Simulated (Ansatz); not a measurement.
# Sb: stress in a strained cell

Sb is deformed so: zz strain of +2 %. What stress and forces result, by LAPW, PAW and all-electron datasets made for the crystal?

Method: DFT LDA, scalar-relativistic, in Ansatz 0.2.0.

## Step 1: The system as given

It takes space group R-3m (No. 166, trigonal). Conventional cell: a = 4.301 Å, b = 4.301 Å, c = 11.232 Å, α = 90.00°, β = 90.00°, γ = 120.00°. Sb (site symmetry 3m) has 3 Sb at 2.90 Å as nearest neighbours.

As a file:

```cif
data_structure
_symmetry_space_group_name_H-M 'R-3m:H'
_symmetry_Int_Tables_number 166
_cell_length_a 4.3012
_cell_length_b 4.3012
_cell_length_c 11.2320
_cell_angle_alpha 90.000
_cell_angle_beta 90.000
_cell_angle_gamma 120.000
_cell_volume 179.96
loop_
_atom_site_label
_atom_site_type_symbol
_atom_site_symmetry_multiplicity
_atom_site_Wyckoff_symbol
_atom_site_fract_x
_atom_site_fract_y
_atom_site_fract_z
_atom_site_occupancy
Sb1 Sb 6 c 0.00000 0.00000 0.23364 1
```

The file gives the conventional cell by its symmetry; the runs use the cell typed in the input.

Atoms are numbered in the order of the input: Sb1, Sb2.

## Step 2: The deformed structure

Space group R-3m before, R-3m after.

## Step 3: All-electron LAPW

The input, input.yaml:

```yaml
crystal:
  lattice:
    - [2.150600332, 1.2416496806, 3.81888]
    - [-2.150600332, 1.2416496806, 3.81888]
    - [0.0, -2.4832993611, 3.81888]
  atoms:
    - { symbol: Sb, position: [0.23364, 0.23364, 0.23364] }
    - { symbol: Sb, position: [0.76636, 0.76636, 0.76636] }
kpoints:
  mp_grid: { grid: [12, 12, 12] }
  band_path:
    path:
      - [0.0, 0.0, 0.0]
      - [0.5, 0.5, 0.5]
      - [0.7628583666, 0.2371416334, 0.5]
      - [0.5, -0.2371416334, 0.2371416334]
      - [0.5, 0.0, 0.0]
      - [0.0, 0.0, 0.0]
      - [0.3685708167, -0.3685708167, 0.0]
      - [0.6314291833, 0.0, 0.3685708167]
      - [0.5, 0.0, 0.5]
    npoints: 5
scf:
  occupations: { method: fermi_dirac, width: 0.03 }
hamiltonian:
  xc: lda
  pseudopotentials: { kind: all_electron, lapw: { basis_error: 0.0005 } }
output:
  forces: true
  stress: true
  eigenvalues: true
```

Command:

```
> ansatz run input.yaml --threads 1 --pin off --max-ram 3072MiB --backend cpu --events-out ev --progress --plain --runs-dir out
```

## Step 4: PAW on the default files

The input, input.yaml:

```yaml
crystal:
  lattice:
    - [2.150600332, 1.2416496806, 3.81888]
    - [-2.150600332, 1.2416496806, 3.81888]
    - [0.0, -2.4832993611, 3.81888]
  atoms:
    - { symbol: Sb, position: [0.23364, 0.23364, 0.23364] }
    - { symbol: Sb, position: [0.76636, 0.76636, 0.76636] }
kpoints:
  mp_grid: { grid: [12, 12, 12] }
scf:
  occupations: { method: fermi_dirac, width: 0.03 }
hamiltonian:
  xc: lda
  pseudopotentials: { kind: paw }
output:
  forces: true
  stress: true
  eigenvalues: true
  efg: { contact_densities: true }
```

## Step 5: All-electron PAW on datasets made for the crystal

input.yaml, as its differences from that of step 4:

```diff
@@ -14,3 +14,3 @@
   xc: lda
-  pseudopotentials: { kind: paw }
+  pseudopotentials: { kind: all_electron, datasets: crystal }
 output:
```

(Steps that only read results are left out.)

Q: Predict the outcome of this session. Wanted: pressure; largest shear or deviatoric stress.

The runs gave:

```
                                 quantity                                              value
                                 pressure  LAPW -1.75, PAW -1.78, crystal datasets -1.75 GPa
largest shear or deviatoric stress (LAPW)                                           0.67 GPa
```

In words: The largest part of the stress beyond the pressure is 0.67 GPa in size, in the zz component; the atoms are carried along and not relaxed. No run of the undeformed cell stands beside it, so the pressure holds what the given cell had before the change. PAW: stress within 0.03 GPa of LAPW, forces within 2 meV/Å. Crystal datasets: stress within 0.01 GPa of LAPW, forces within 1 meV/Å. Spin-orbit coupling is left out, though the cell holds Sb; in elements this heavy it can shift bands and gaps by tenths of an eV.
